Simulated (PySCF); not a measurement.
**CH6AsB: NMR shifts at several levels of theory**

How much do the NMR shifts of CH6AsB (`CB[AsH2]`) depend on the level of theory, and what does each level cost?

Computed with PySCF 2.14.0, with density-fitted response routines of our own, on a single molecule in the gas phase. Atoms are numbered from 0 throughout.

### Step 1. Starting geometry

9 atoms, charge 0, multiplicity 1; geometry from: GFN2-xTB.

Bonds of the start (Å): C0–B1 1.57, B1–As2 2.00, C0–H3 1.09, C0–H4 1.09, C0–H5 1.09, B1–H6 1.18, As2–H7 1.50, As2–H8 1.50.

### Step 2. Optimising the geometry at PBE0-D3(BJ)/def2-SVP

What the job is given:

```
{"job": {"xc": "PBE0", "basis": "def2-SVP", "d3": "d3bj", "grid": 1, "kind": "geom"}, "charge": 0, "multiplicity": 1}
C     -1.195294    -0.386495    -0.165262
B     -0.062721     0.667486     0.102169
As     1.810877     0.415240    -0.548947
H     -0.942171    -1.141702    -0.910406
H     -2.146560     0.065170    -0.445546
H     -1.387066    -0.918639     0.769796
H     -0.352479     1.660001     0.662981
H      1.857401    -1.061296    -0.276282
H      2.431574     0.706229     0.786317
```

Standard output:

```text
step   0  E = -2301.74204576  max force = 0.017779
step   1  E = -2301.74450462  max force = 0.005560
step   2  E = -2301.74465982  max force = 0.001029
step   3  E = -2301.74468787  max force = 0.000586
step   4  E = -2301.74470089  max force = 0.000491
step   5  E = -2301.74471013  max force = 0.000436
optimisation converged
```

Run time: 15 s. Hardware: 1 thread, shared host.

Along the way:

| step | energy from step 0 (eV) | largest force component (eV/Å) |
| --- | --- | --- |
| 0 | 0.0000 | 0.9142 |
| 1 | -0.0669 | 0.2859 |
| 2 | -0.0711 | 0.0529 |
| 3 | -0.0719 | 0.0301 |
| 4 | -0.0722 | 0.0252 |
| 5 | -0.0725 | 0.0224 |

Distances of close pairs at the start and the end, largest changes first:

| bond | before (Å) | after (Å) | change (Å) |
| --- | --- | --- | --- |
| B1–H6 | 1.176 | 1.212 | +0.035 |
| As2–H7 | 1.502 | 1.519 | +0.017 |
| C0–H5 | 1.093 | 1.109 | +0.016 |
| As2–H8 | 1.501 | 1.517 | +0.016 |
| C0–H4 | 1.090 | 1.102 | +0.012 |
| C0–B1 | 1.570 | 1.559 | -0.011 |
| C0–H3 | 1.091 | 1.099 | +0.009 |
| B1–As2 | 1.999 | 2.005 | +0.005 |

The next job starts from the end point, and lists it.

| at the end point | value |
| --- | --- |
| point group (found at 0.08 Å tolerance) | C1 |
| rotational constants (GHz, main isotopes) | 30.224, 3.273, 3.076 |
| dipole moment (D) | 1.16 |

### Step 3. Shielding tensors: PBE0/cc-pVTZ

What the job is given:

```
{"job": {"kind": "nmr", "xc": "PBE0", "basis": "cc-pVTZ", "pop": true}, "charge": 0, "multiplicity": 1}
C     -1.136330    -0.402639    -0.211300
B     -0.011558     0.605569     0.173171
As     1.897953     0.407293    -0.404141
H     -0.861095    -1.178727    -0.939470
H     -2.064151     0.099535    -0.530137
H     -1.396233    -0.917089     0.735929
H     -0.285951     1.618923     0.778100
H      2.038962    -1.096360    -0.243334
H      2.573262     0.789139     0.899282
```

Level: GIAO PBE0/cc-pVTZ NMR shielding, non-relativistic, gas phase.

Standard output:

```text
coarse grid: 32528 points
cycle   1  E = -2302.0980959172  dE = -7.406e-01  |g| = 3.645e-01  |ddm| = 5.563e+00
cycle   2  E = -2302.0958302629  dE =  2.266e-03  |g| = 3.538e-01  |ddm| = 1.179e+00
cycle   3  E = -2302.1257133184  dE = -2.988e-02  |g| = 4.693e-02  |ddm| = 6.298e-01
cycle   4  E = -2302.1263596422  dE = -6.463e-04  |g| = 1.092e-02  |ddm| = 1.021e-01
cycle   5  E = -2302.1263967993  dE = -3.716e-05  |g| = 5.499e-03  |ddm| = 2.844e-02
cycle   6  E = -2302.1264049314  dE = -8.132e-06  |g| = 4.880e-04  |ddm| = 8.935e-03
final grid: 67728 points
cycle   7  E = -2302.1264028508  dE = -4.363e-08  |g| = 4.563e-04  |ddm| = 2.927e-03
cycle   8  E = -2302.1264028442  dE =  6.618e-09  |g| = 4.764e-04  |ddm| = 1.481e-03
cycle   9  E = -2302.1264029071  dE = -6.290e-08  |g| = 3.459e-05  |ddm| = 7.837e-04
cycle  10  E = -2302.1264029075  dE = -4.129e-10  |g| = 6.396e-06  |ddm| = 6.885e-05
converged SCF energy = -2302.1264029075

GIAO shielding tensors (ppm)
atom      isotropic    diamagn.    paramagn.     s11        s22        s33       span
  0 C      167.542     243.809     -76.267    139.977    174.462    188.188     48.211
  1 B        0.280     192.937    -192.657   -106.522    -20.588    127.949    234.470
  2 As    1780.588    2875.508   -1094.920   1637.245   1724.807   1979.711    342.466
  3 H       29.345      29.720      -0.375     25.842     30.299     31.893      6.051
  4 H       29.510      28.758       0.752     25.854     27.278     35.399      9.545
  5 H       30.353      28.764       1.589     26.429     28.825     35.806      9.377
  6 H       21.945      29.569      -7.624     13.383     25.289     27.164     13.781
  7 H       28.064      29.202      -1.138     21.420     24.303     38.469     17.049
  8 H       27.832      28.582      -0.750     21.272     23.303     38.921     17.649
```

Wall time 16 s (1 thread, shared host).

Shifts follow as δ = σ(reference) − σ, with reference shieldings (ppm) from runs at the same level and on the same kind of geometry: 1H TMS 31.29, 13C TMS 187.3, 11B BF3·OEt2 102.8, 75As AsH3 1967. The references are single molecules in the gas phase. Shifts against hydride references such as AlH4− lie on their own scale. Atoms listed in one row are averaged.

| atoms | environment | σ (ppm) | δ (ppm) |
| --- | --- | --- | --- |
| C0 | methyl carbon bonded to B | 167.5 | 19.7 |
| H6 | hydrogen on a boron bonded to C, As | 21.95 | 9.35 |
| H7, H8 | hydrogen on an arsenic bonded to B | 27.95 | 3.34 |
| H3, H4, H5 | hydrogen on a methyl carbon bonded to B | 29.74 | 1.55 |
| B1 | boron bonded to C, As, H | 0.3 | 102.5 |
| As2 | arsenic bonded to B, 2 H | 1781 | 186 |

Charges from the same density, by scheme (e):

| atoms | Mulliken | IAO | Hirshfeld | ESP fit |
| --- | --- | --- | --- | --- |
| C0 | -0.33 | -0.58 | -0.19 | -0.61 |
| B1 | -0.03 | -0.02 | 0.10 | 0.38 |
| As2 | 0.03 | 0.11 | 0.05 | -0.23 |

Mayer bond orders: C0–B1 1.06, B1–As2 1.15.

### Step 4. Nuclear shieldings: PBE0/aug-cc-pVDZ

The job, as its differences from that of step 3:

```diff
@@ -1,2 +1,2 @@
-{"job": {"kind": "nmr", "xc": "PBE0", "basis": "cc-pVTZ", "pop": true}, "charge": 0, "multiplicity": 1}
+{"job": {"kind": "nmr", "xc": "PBE0", "basis": "aug-cc-pVDZ", "pop": true}, "charge": 0, "multiplicity": 1}
 C     -1.136330    -0.402639    -0.211300
```

With the program's defaults for keys left out, this is: GIAO PBE0/aug-cc-pVDZ NMR shielding, non-relativistic, gas phase.

Standard output:

```text
coarse grid: 32528 points
cycle   1  E = -2302.0159923800  dE = -7.157e-01  |g| = 2.847e-01  |ddm| = 6.136e+00
cycle   2  E = -2302.0137468305  dE =  2.246e-03  |g| = 3.021e-01  |ddm| = 1.282e+00
cycle   3  E = -2302.0396673788  dE = -2.592e-02  |g| = 2.320e-02  |ddm| = 5.715e-01
cycle   4  E = -2302.0398199658  dE = -1.526e-04  |g| = 1.304e-02  |ddm| = 9.060e-02
cycle   5  E = -2302.0398808292  dE = -6.086e-05  |g| = 1.860e-03  |ddm| = 3.576e-02
cycle   6  E = -2302.0398818361  dE = -1.007e-06  |g| = 6.856e-04  |ddm| = 6.647e-03
final grid: 67728 points
cycle   7  E = -2302.0398894636  dE = -2.192e-08  |g| = 6.954e-04  |ddm| = 6.852e-03
cycle   8  E = -2302.0398894215  dE =  4.217e-08  |g| = 7.699e-04  |ddm| = 3.503e-03
cycle   9  E = -2302.0398896407  dE = -2.192e-07  |g| = 6.090e-05  |ddm| = 1.834e-03
cycle  10  E = -2302.0398896419  dE = -1.262e-09  |g| = 7.657e-06  |ddm| = 1.649e-04
cycle  11  E = -2302.0398896419  dE = -1.819e-11  |g| = 1.892e-06  |ddm| = 1.853e-05
converged SCF energy = -2302.0398896419

GIAO shielding tensors (ppm)
atom      isotropic    diamagn.    paramagn.     s11        s22        s33       span
  0 C      176.874     195.920     -19.045    151.220    183.219    196.184     44.964
  1 B       11.436     209.938    -198.502    -90.515     -7.949    132.771    223.287
  2 As    1844.373    2876.552   -1032.179   1706.961   1794.052   2032.106    325.144
  3 H       29.415      28.457       0.958     26.061     30.384     31.799      5.739
  4 H       29.543      29.718      -0.174     26.002     27.320     35.308      9.306
  5 H       30.334      26.093       4.241     26.512     28.810     35.681      9.169
  6 H       21.806      24.067      -2.261     13.457     25.255     26.705     13.249
  7 H       28.114      27.455       0.659     21.415     24.390     38.538     17.122
  8 H       27.891      26.358       1.533     21.280     23.373     39.019     17.739
```

Run time: 10 s. Hardware: 1 thread, shared host.

Key values: δ C0 18.2, B1 98.7, As2 168, H6 9.59, H7 3.39 ppm (means over like atoms).

### Step 5. NMR shieldings: PBE0/pcSseg-0

The job, as its differences from that of step 4:

```diff
@@ -1,2 +1,2 @@
-{"job": {"kind": "nmr", "xc": "PBE0", "basis": "aug-cc-pVDZ", "pop": true}, "charge": 0, "multiplicity": 1}
+{"job": {"kind": "nmr", "xc": "PBE0", "basis": "pcSseg-0", "pop": true}, "charge": 0, "multiplicity": 1}
 C     -1.136330    -0.402639    -0.211300
```

With the program's defaults for keys left out, this is: GIAO PBE0/pcSseg-0 NMR shielding, non-relativistic, gas phase.

Standard output:

```text
coarse grid: 32528 points
cycle   1  E = -2299.3443949761  dE = -1.307e+00  |g| = 2.602e-01  |ddm| = 2.669e+00
cycle   2  E = -2299.3471079081  dE = -2.713e-03  |g| = 2.299e-01  |ddm| = 5.615e-01
cycle   3  E = -2299.3612871312  dE = -1.418e-02  |g| = 2.913e-02  |ddm| = 2.752e-01
cycle   4  E = -2299.3614819023  dE = -1.948e-04  |g| = 8.477e-03  |ddm| = 5.129e-02
cycle   5  E = -2299.3615084775  dE = -2.658e-05  |g| = 1.832e-03  |ddm| = 2.019e-02
cycle   6  E = -2299.3615094258  dE = -9.483e-07  |g| = 6.427e-04  |ddm| = 4.379e-03
final grid: 67728 points
cycle   7  E = -2299.3615188042  dE =  1.081e-08  |g| = 6.926e-04  |ddm| = 2.302e-03
cycle   8  E = -2299.3615187565  dE =  4.775e-08  |g| = 7.764e-04  |ddm| = 2.451e-03
cycle   9  E = -2299.3615189923  dE = -2.358e-07  |g| = 4.782e-05  |ddm| = 1.330e-03
cycle  10  E = -2299.3615189930  dE = -7.403e-10  |g| = 4.635e-06  |ddm| = 8.798e-05
converged SCF energy = -2299.3615189930

GIAO shielding tensors (ppm)
atom      isotropic    diamagn.    paramagn.     s11        s22        s33       span
  0 C      169.849     255.871     -86.023    138.935    178.306    192.304     53.369
  1 B       -4.109     191.829    -195.938   -115.319    -28.620    131.612    246.931
  2 As    1821.362    2869.940   -1048.578   1648.236   1799.176   2016.673    368.437
  3 H       30.726      31.091      -0.365     27.168     31.711     33.300      6.132
  4 H       30.777      29.963       0.814     27.275     28.370     36.686      9.410
  5 H       31.694      30.089       1.605     27.919     29.623     37.540      9.620
  6 H       22.932      29.031      -6.099     15.099     26.780     26.916     11.817
  7 H       29.309      29.241       0.068     22.634     25.326     39.967     17.333
  8 H       29.310      29.239       0.070     22.648     24.436     40.846     18.198
```

Run time: 3.1 s. Hardware: 1 thread, shared host.

Key values: δ C0 23.7, B1 109.0, As2 167, H6 9.90, H7 3.52 ppm (means over like atoms).

### Step 6. Run by run: NMR shifts

Shifts (ppm), means over like atoms, with basis size and wall time:

| run | C0 | H6 | H7 | H3 | B1 | As2 | functions | time |
| --- | --- | --- | --- | --- | --- | --- | --- | --- |
| PBE0/cc-pVTZ | 19.7 | 9.35 | 3.34 | 1.55 | 102.5 | 186 | 187 | 16 s |
| PBE0/aug-cc-pVDZ | 18.2 | 9.59 | 3.39 | 1.63 | 98.7 | 168 | 136 | 10 s |
| PBE0/pcSseg-0 | 23.7 | 9.90 | 3.52 | 1.77 | 109.0 | 167 | 55 | 3.1 s |

### Step 7. Outcome

| quantity | value |
| --- | --- |
| point group | C1 |
| rotational constants (main isotopes) | 30.22, 3.27, 3.08 GHz |
| 13C shifts against TMS (PBE0/cc-pVTZ) | 19.7 ppm |
| 1H shifts against TMS (PBE0/cc-pVTZ, means over atoms taken as alike) | 9.35, 3.34, 1.55 ppm |
| 11B shifts against BF3·OEt2 (PBE0/cc-pVTZ) | 102.5 ppm |
| 75As shifts against AsH3 (PBE0/cc-pVTZ) | 186 ppm |
| range of the shift of As2 | 167 to 186 ppm |

Single values in the summary come from the first run of each kind that ended normally (PBE0/cc-pVTZ), which need not be the best level. The optimisation took 5 steps and gained 0.073 eV; among the close pairs (by a distance rule), B1–H6 changed most, from 1.176 to 1.212 Å. At PBE0/cc-pVTZ: The largest span, 342 ppm, is at As2, where the paramagnetic term is -1095 ppm. In ppm, As2 moves most: its shift spreads over 20 ppm, from 167 (PBE0/pcSseg-0) to 186 (PBE0/cc-pVTZ). Spin-orbit coupling is left out, which matters for shieldings and couplings at and beside the heavy atoms.
